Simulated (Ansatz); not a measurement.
# C: the cost of one run

Program: Ansatz 0.2.0. Level of theory: DFT LDA, scalar-relativistic, plane waves, PAW, and further levels as typed in the inputs. These are calculated values, not measurements.

### Step 1. The system as given

It takes space group P6/mmm (No. 191, hexagonal). Conventional cell: a = 2.400 Å, b = 2.400 Å, c = 16.000 Å, α = 90.00°, β = 90.00°, γ = 120.00°. C (site symmetry -6m2) has 3 C at 1.39 Å as nearest neighbours.

As a file:

```
CELL_PARAMETERS angstrom
2.40000 0.00000 0.00000
-1.20000 2.07846 0.00000
0.00000 0.00000 16.00000
ATOMIC_POSITIONS crystal
C 0.00000 0.00000 0.50000
C 0.33333 0.66667 0.50000
```

### Step 2. Single point: C2 sheet, no spin

input.yaml

```yaml
crystal:
  lattice:
    - [2.4, 0.0, 0.0]
    - [-1.2, 2.0784609691, 0.0]
    - [0.0, 0.0, 16.0]
  atoms:
    - { symbol: C, position: [0.0, 0.0, 0.5] }
    - { symbol: C, position: [0.3333333333, 0.6666666667, 0.5] }
scf:
  occupations: { method: gaussian, width: 0.02 }
output:
  write_density: true
  write_potential: true
  elf: true
  volumetric_format: npy
kpoints:
  mp_grid: { grid: [36, 36, 1] }
efield:
  axis: 3
  dipole_correction: true
hamiltonian:
  xc: lda
```

Launch:

```bash
$ ansatz run input.yaml --threads 2 --pin off --max-ram 6144MiB --backend cpu --events-out ev --progress --plain --runs-dir out
```

Q: Estimate wall time and peak memory on 2 threads of Intel Xeon Platinum 8488C (Sapphire Rapids), shared host.

About 4 s, with a peak of 0.55 GiB.
